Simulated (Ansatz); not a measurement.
C2H7AsS, SMILES CSC[AsH2], an atomisation energy

Program: Ansatz's Python interface.

Notebook, run cell by cell (the value of a cell's last expression is shown):

```python
from collections import Counter

import ansatz as az
```

```python
def total_energy(molecule, charge=0, unpaired=0):
    calc = (
        molecule.calculation()
        .basis(gaussian='cc-pVDZ')
        .functional('r2scan', dispersion='d3bj')
    )
    if charge:
        calc = calc.charge(charge)
    if unpaired:
        calc = calc.spin('collinear', total=unpaired)
    report = calc.run(threads=1).report
    if report['published_state_doubts']:
        print('  doubts:', report['published_state_doubts'])
    return report['free_energy_ev']

system = (
    az.Crystal.molecule()
    .atom('C', [-0.6705, 1.5558, -0.023])
    .atom('S', [0.9713, 1.1881, -0.567])
    .atom('C', [0.6901, -0.6135, -0.6428])
    .atom('As', [0.9586, -1.3808, 1.173])
    .atom('H', [-0.8184, 2.6966, 0.0043])
    .atom('H', [-0.9217, 1.1908, 0.9672])
    .atom('H', [-1.4307, 1.2153, -0.763])
    .atom('H', [1.5553, -1.0377, -1.2735])
    .atom('H', [-0.2579, -0.8543, -1.0303])
    .atom('H', [0.6317, -2.8368, 0.6638])
    .atom('H', [-0.6425, -1.1805, 1.512])
)

# Hund ground states
unpaired = {'C': 2, 'S': 2, 'As': 3, 'H': 1}
counts = Counter(site.symbol for site in system.cartesian_sites)
atom_energy = {s: total_energy(az.Crystal.molecule().atom(s, (0, 0, 0)), 0, unpaired[s]) for s in counts}
whole = total_energy(system, 0, 0)
for s, e in atom_energy.items():
    print(f'{s:2s} x{counts[s]}  {e:14.5f} eV')
print(f'C2H7AsS: {whole:.5f} eV')
split = sum(counts[s] * e for s, e in atom_energy.items()) - whole
print(f'atomisation energy (no zero-point term): {split:.3f} eV, {split / sum(counts.values()):.3f} eV an atom')
```

    DeckWarning: the engine holds no damping parameters fitted to this dispersion correction and functional, so the run takes those fitted to r2scan beside the three-body term, which d3bj leaves out (hamiltonian.dispersion, under Limitations)
    C  x2     -1029.30532 eV
    S  x1    -10832.23005 eV
    As x1    -60838.46537 eV
    H  x7       -13.58415 eV
    C2H7AsS: -73861.11050 eV
    atomisation energy (no zero-point term): 36.715 eV, 3.338 eV an atom

36.715 eV from the electronic energies, without the zero-point term.

Total energies depend on the basis set; only differences at equal settings carry meaning. Warnings are shown shortened and without file and line. The geometry is a force-field or estimated start, not a minimum of this method, and the basis set is short of its limit. All parts are taken at fixed geometry, without zero-point energy. For Al to Cl the sets with a tight d function, cc-pV(X+d)Z, are usual. A dispersion term here runs with damping parameters fitted for another variant or functional. Wall time of the script: 9.7 s on 1 thread of Arm Neoverse V2 (shared host), peak memory 0.24 GiB.
